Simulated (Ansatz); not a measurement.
# C₅H₁₃Cl₂NOZr: basis-set convergence

The task here is to estimate one member of a computed series from the others.

The runs use Ansatz 0.2.0, Gaussian basis; one geometry, several basis sets.

Levels to be run: PBE0-D4/def2-SVP; ωB97M-V/def2-SVP; PBE0-D4/def2-QZVPP; ωB97M-V/def2-QZVPP; the functionals' def2-TZVPP values are taken from earlier runs.

**Structure used throughout**

The geometry comes from an earlier relaxation with PBE0-D4 in a triple-zeta def2 set; it is a stationary point, not always the lowest conformer. Zr takes the def2 core potential; no spin-orbit term is included.

SMILES `C[O][Zr]([Cl])([Cl])[NH]C(C)(C)C`, 23 atoms, charge 0, spin multiplicity 1.

Atoms are counted from 1 here; the program's logs count them from 0.

Bond lengths: C1–O2 1.393 Å, C1–H11 1.094 Å, C1–H12 1.094 Å, C1–H13 1.094 Å, O2–Zr3 1.885 Å, Zr3–Cl4 2.374 Å, Zr3–Cl5 2.374 Å, Zr3–N6 2.003 Å, N6–C7 1.461 Å, N6–H14 1.021 Å, C7–C8 1.527 Å, C7–C9 1.528 Å, C7–C10 1.522 Å, C8–H15 1.094 Å, C8–H16 1.092 Å, C8–H17 1.093 Å, C9–H18 1.093 Å, C9–H19 1.094 Å and more. Angles: O2–C1–H11 110.2°, O2–C1–H12 109.8°, O2–C1–H13 110.2°, H11–C1–H12 108.8°, H11–C1–H13 108.9°, H12–C1–H13 108.8°, C1–O2–Zr3 175.0°, O2–Zr3–Cl4 111.3°, O2–Zr3–Cl5 111.3°, O2–Zr3–N6 108.3°, Cl4–Zr3–Cl5 109.9°, Cl4–Zr3–N6 108.0°, Cl5–Zr3–N6 107.9°, Zr3–N6–C7 141.2°, Zr3–N6–H14 109.9°, C7–N6–H14 108.9°, N6–C7–C8 109.2°, N6–C7–C9 109.2° and more.

Geometry (Å):

```xyz
23
charge 0, multiplicity 1
C     2.1795   -1.6237   -2.2960
O     0.9405   -1.0026   -2.1547
Zr   -0.7602   -0.1909   -2.1220
Cl   -2.4653   -1.7410   -2.6919
Cl   -0.8500    1.6804   -3.5796
N    -1.1126    0.4597   -0.2611
C    -0.4963    0.5099    1.0632
C    -1.3900   -0.2236    2.0614
C    -0.3319    1.9684    1.4862
C     0.8672   -0.1635    1.0053
H     2.0497   -2.6515   -2.6465
H     2.6969   -1.6425   -1.3318
H     2.7960   -1.0786   -3.0163
H    -2.0285    0.9085   -0.2175
H    -2.3785    0.2415    2.1104
H    -1.5204   -1.2660    1.7635
H    -0.9572   -0.1986    3.0647
H     0.1228    2.0387    2.4776
H    -1.3020    2.4717    1.5253
H     0.2991    2.5040    0.7741
H     0.7741   -1.2093    0.7022
H     1.3421   -0.1359    1.9879
H     1.5246    0.3449    0.2958
```

Set-up of the first run:

in.yaml reads:

```yaml
crystal:
  periodic: [false, false, false]
  atoms:
    - {symbol: C, position_ang: [2.179528, -1.623701, -2.296015]}
    - {symbol: O, position_ang: [0.940495, -1.002575, -2.154727]}
    - {symbol: Zr, position_ang: [-0.760154, -0.190864, -2.122016]}
    - {symbol: Cl, position_ang: [-2.465285, -1.740994, -2.691916]}
    - {symbol: Cl, position_ang: [-0.850002, 1.680392, -3.579604]}
    - {symbol: N, position_ang: [-1.112555, 0.459700, -0.261057]}
    - {symbol: C, position_ang: [-0.496274, 0.509856, 1.063158]}
    - {symbol: C, position_ang: [-1.389960, -0.223641, 2.061385]}
    - {symbol: C, position_ang: [-0.331938, 1.968398, 1.486248]}
    - {symbol: C, position_ang: [0.867193, -0.163498, 1.005318]}
    - {symbol: H, position_ang: [2.049723, -2.651482, -2.646518]}
    - {symbol: H, position_ang: [2.696947, -1.642515, -1.331826]}
    - {symbol: H, position_ang: [2.795994, -1.078569, -3.016314]}
    - {symbol: H, position_ang: [-2.028465, 0.908500, -0.217544]}
    - {symbol: H, position_ang: [-2.378483, 0.241487, 2.110407]}
    - {symbol: H, position_ang: [-1.520391, -1.265983, 1.763454]}
    - {symbol: H, position_ang: [-0.957208, -0.198607, 3.064736]}
    - {symbol: H, position_ang: [0.122831, 2.038675, 2.477649]}
    - {symbol: H, position_ang: [-1.302013, 2.471673, 1.525291]}
    - {symbol: H, position_ang: [0.299073, 2.504026, 0.774081]}
    - {symbol: H, position_ang: [0.774147, -1.209325, 0.702194]}
    - {symbol: H, position_ang: [1.342146, -0.135880, 1.987876]}
    - {symbol: H, position_ang: [1.524632, 0.344927, 0.295752]}
basis:
  gaussian: {orbitals: def2-SVP}
hamiltonian: {xc: pbe0, dispersion: d4}
output: {orbitals: {seedname: orbitals}}
```

Launch:

```sh
$ ansatz run in.yaml --threads 4 --pin off --events-out ev --progress --plain --max-ram 66560MiB --backend cpu
```

Among the steps run: PBE0-D4 in def2-SVP; ωB97M-V in def2-SVP; PBE0-D4 in def2-QZVPP; ωB97M-V in def2-QZVPP.

One of the session's tables, all rows but one given; the rest of the session is left out.

It belongs to the step «Density functionals: the series». 

| functional | basis | HOMO (eV) |
| --- | --- | --- |
| PBE0-D4 | def2-SVP | ? |
| PBE0-D4 | def2-TZVPP | -7.25 |
| PBE0-D4 | def2-QZVPP | -7.26 |
| ωB97M-V | def2-SVP | -9.43 |
| ωB97M-V | def2-TZVPP | -9.52 |
| ωB97M-V | def2-QZVPP | -9.53 |

Estimate the missing values for PBE0-D4, def2-SVP.

**Answer.** HOMO (eV): -7.19. In the column «HOMO (eV)» it is the highest.
